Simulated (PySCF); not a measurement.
# I2Nd (Nd(I)2+): the cost of one run

Method: several levels, as the steps say, no spin–orbit coupling; program: PySCF 2.14.0.

1 further run of the same task is left out (for a known fault of the program).

**1. The starting structure**

3 atoms, charge 1, spin multiplicity 1.

Bond lengths: Nd1–I2 2.786 Å, Nd1–I3 2.786 Å. Angles: I2–Nd1–I3 104.7°.

Coordinates:

```xyz
3
charge 1, multiplicity 1
Nd    0.00000    0.00000   -1.10326
I     2.20653    0.00000    0.59833
I    -2.20653    0.00000    0.59833
```

Formal oxidation states: Nd +3. Each metal's 3 4f electrons lie in its core potential, so multiplicities, spins and levels count the valence alone. An earlier session relaxed this geometry at PBE0, Nd lcecp-1-SVP with ECP49, I def2-SVP with ECP28 (singlet, point group C2v).

At PBE0 on the finer grid: E = -629.237791 Eh, HOMO -11.73 eV, LUMO -7.48 eV, Mulliken charge on Nd1 +1.09 e, largest force component 0.021 eV/Å. 

Levels to run: PBE; revPBE; PBE0, TZVP. Hardware: 2 threads of Arm Neoverse V2, shared host.

**2. PBE**

run.py (the lines that set the calculation) reads:

```python
mol = gto.M(atom='''
Nd     0.00000     0.00000    -1.10326
I      2.20653     0.00000     0.59833
I     -2.20653     0.00000     0.59833''',
    basis={'Nd': 'lcecp-1-SVP', 'I': 'def2-SVP'},
    ecp={'Nd': 'lcecp-1-SVP', 'I': 'def2-SVP'},
    charge=1, spin=0)
mf = dft.RKS(mol, xc='PBE')
mf.grids.atom_grid = (75, 302)  # f atoms: unpruned, at least (60, 302)
mf = mf.density_fit()  # fitting sets: Nd AutoAux, I def2-universal-JKFIT
mf.conv_tol = 1e-08; mf.max_cycle = 55
mf.kernel(dm0)  # dm0: the density of the relaxed state
```

The run is started by

```bash
OMP_NUM_THREADS=2 python run.py
```

**Question.** How long does this run take on 2 threads of Arm Neoverse V2, shared host?

About 4.2 s.
